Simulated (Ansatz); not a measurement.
# CH3F3SSi: one species, many methods

How much do the methods differ for CH3F3SSi? The plan is to run it at one geometry with functionals of several rungs and with coupled cluster. The yardstick is the atomisation energy at the CCSD(T) limit.

Method: functionals in def2-TZVPP, the program's frozen cores in correlated methods; program: Ansatz 0.2.0, Gaussian basis.

Levels to be run: PBE-D4, r2SCAN-D4, PBE0-D4, B3LYP-D4, ωB97X-V, ωB97M-V, B2PLYP; CCSD(T)/def2-TZVPP; MP2/def2-QZVPP; extrapolation to the limit.

## Step 1: Structure used throughout

An earlier PBE0-D4/def2-TZVP relaxation fixed the geometry.

SMILES `F[Si](F)(F)CS`, 9 atoms, charge 0, spin multiplicity 1.

Atoms are counted from 1 here; the program's logs count them from 0.

Bond lengths: F1–Si2 1.574 Å, Si2–F3 1.574 Å, Si2–F4 1.577 Å, Si2–C5 1.843 Å, C5–S6 1.810 Å, C5–H7 1.093 Å, C5–H8 1.093 Å, S6–H9 1.342 Å. Angles: F1–Si2–F3 107.8°, F1–Si2–F4 107.8°, F1–Si2–C5 112.1°, F3–Si2–F4 107.7°, F3–Si2–C5 112.1°, F4–Si2–C5 109.2°, Si2–C5–S6 112.1°, Si2–C5–H7 107.3°, Si2–C5–H8 107.4°, S6–C5–H7 110.7°, S6–C5–H8 110.8°, H7–C5–H8 108.3°, C5–S6–H9 96.7°.

As a file:

```
atom     x (Å)     y (Å)     z (Å)
  F1   0.39897  -2.18903  -0.42288
 Si2   0.69340  -0.67893  -0.75451
  F3   2.19877  -0.39304  -0.39524
  F4   0.52577  -0.48662  -2.31035
  C5  -0.45745   0.46141   0.12438
  S6  -0.34354   0.29119   1.92320
  H7  -0.20582   1.47951  -0.18490
  H8  -1.46966   0.23776  -0.22329
  H9  -1.25215   1.23156   2.22639
```

## Step 2: PBE-D4 (GGA)

Contents of in.yaml:

```yaml
crystal:
  periodic: [false, false, false]
  atoms:
    - {symbol: F, position_ang: [0.398973, -2.189027, -0.422880]}
    - {symbol: Si, position_ang: [0.693400, -0.678935, -0.754509]}
    - {symbol: F, position_ang: [2.198774, -0.393040, -0.395235]}
    - {symbol: F, position_ang: [0.525767, -0.486624, -2.310355]}
    - {symbol: C, position_ang: [-0.457448, 0.461414, 0.124382]}
    - {symbol: S, position_ang: [-0.343542, 0.291186, 1.923196]}
    - {symbol: H, position_ang: [-0.205820, 1.479508, -0.184898]}
    - {symbol: H, position_ang: [-1.469657, 0.237756, -0.223295]}
    - {symbol: H, position_ang: [-1.252148, 1.231562, 2.226393]}
basis:
  gaussian: {orbitals: def2-TZVPP}
hamiltonian: {xc: pbe, dispersion: d4}
output: {forces: true, orbitals: {seedname: orbitals}}
```

Command:

```console
$ ansatz run in.yaml --threads 4 --pin off --events-out ev --progress --plain --max-ram 10444MiB
```

Further steps of the session: r2SCAN-D4 (meta-GGA); PBE0-D4 (hybrid); B3LYP-D4 (hybrid); ωB97X-V (range-separated); ωB97M-V (range-separated); B2PLYP (double hybrid); CCSD(T) in def2-TZVPP; MP2 in def2-QZVPP.

Q: Predict the results of all the runs planned. Wanted: atomisation energy, CCSD(T)/CBS; farthest; mean size of error, hybrid; mean size of error, range-separated; gap, smallest and largest; T1 diagnostic; triples share of the correlation energy.

**Answer**, as computed:

| quantity | value |
| --- | --- |
| atomisation energy, CCSD(T)/CBS | 37.828 eV |
| functionals within 0.189 eV (0.5 %) | r2SCAN-D4, ωB97X-V, ωB97M-V |
| farthest | B2PLYP (-0.679 eV) |
| mean size of error, hybrid | 0.502 eV |
| mean size of error, range-separated | 0.076 eV |
| gap, smallest and largest | 5.03 eV (PBE-D4), 11.73 eV (ωB97X-V) |
| T1 diagnostic | 0.0114 |
| triples share of the correlation energy | 3.2 % |

PBE-D4 is off by +0.341 eV, about 0.043 eV a bond. Double hybrids carry the basis error of their MP2 part in triple zeta, and no dispersion term here, so their miss is partly the set-up's. Misses under about 0.189 eV are within the doubt on the reference itself, which lacks core-valence correlation, relativity and higher excitations. Hartree-Fock recovers 73 % of the binding; the rest is correlation. Orbital gaps span 5.0 to 11.7 eV; exact exchange widens them.
